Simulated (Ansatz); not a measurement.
Ni3Bi:

```
Bi Ni
1.0
     3.82201    0.00000    0.00000
     0.00000    3.82201    0.00000
     0.00000    0.00000    3.82201
Bi Ni
1 3
Cartesian
  0.0000 0.0000 0.0000
  1.9110 1.9110 0.0000
  1.9110 0.0000 1.9110
  0.0000 1.9110 1.9110
```

The cell comes from a database or a generator and needn't be the stable form of this composition.

- Program: Ansatz 0.2.0
- Task: single point
- Functional: PBE
- Potentials or basis: Ansatz PAW
- Cutoff: 420 eV (not typed: the program's choice for these potentials)
- k mesh: 7 × 7 × 7
- Occupations: fermi-dirac, width 0.05 eV
- Spin: collinear spin, ferromagnetic start
- Starting moments: [0.0, 1.0, 1.0, 1.0] μB

On this cell: pressure 1.6 GPa; largest force zero by symmetry; net moment 0.00 μB per cell; band gap on the k mesh none (metal or under the smearing width).

The same run follows on a disturbed copy (atoms moved at random, drawn with an rms of 0.05 Å):

```xyz
4
Lattice="3.8220 0.0000 0.0000 0.0000 3.8220 0.0000 0.0000 0.0000 3.8220" Properties=species:S:1:pos:R:3 pbc="T T T"
Bi   -0.0182    0.0051    0.0372
Ni    1.9177    1.8822    0.0138
Ni    1.9569    0.0317    1.8907
Ni    0.0151    1.8590    1.9213
```

Problem. What does the disturbed cell give?

Solution. The energy (extrapolated to zero smearing) moves by +10.1 meV/atom; pressure 2.1 GPa; largest force 0.707 eV/Å; net moment 0.00 μB per cell; band gap on the k mesh none (metal or under the smearing width).

Forces on the atoms (eV/Å):
```
Bi   0.392 -0.447 -0.382
Ni  -0.131  0.286 -0.090
Ni  -0.334 -0.241  0.315
Ni   0.073  0.402  0.157
```

Stress tensor (GPa, compression positive):
```
 2.17  0.03 -0.27
 0.03  2.07  0.07
-0.27  0.07  2.18
```

Caveats: spin-orbit coupling is left out, which moves the levels of the heavy elements; the starting moments weren't kept.
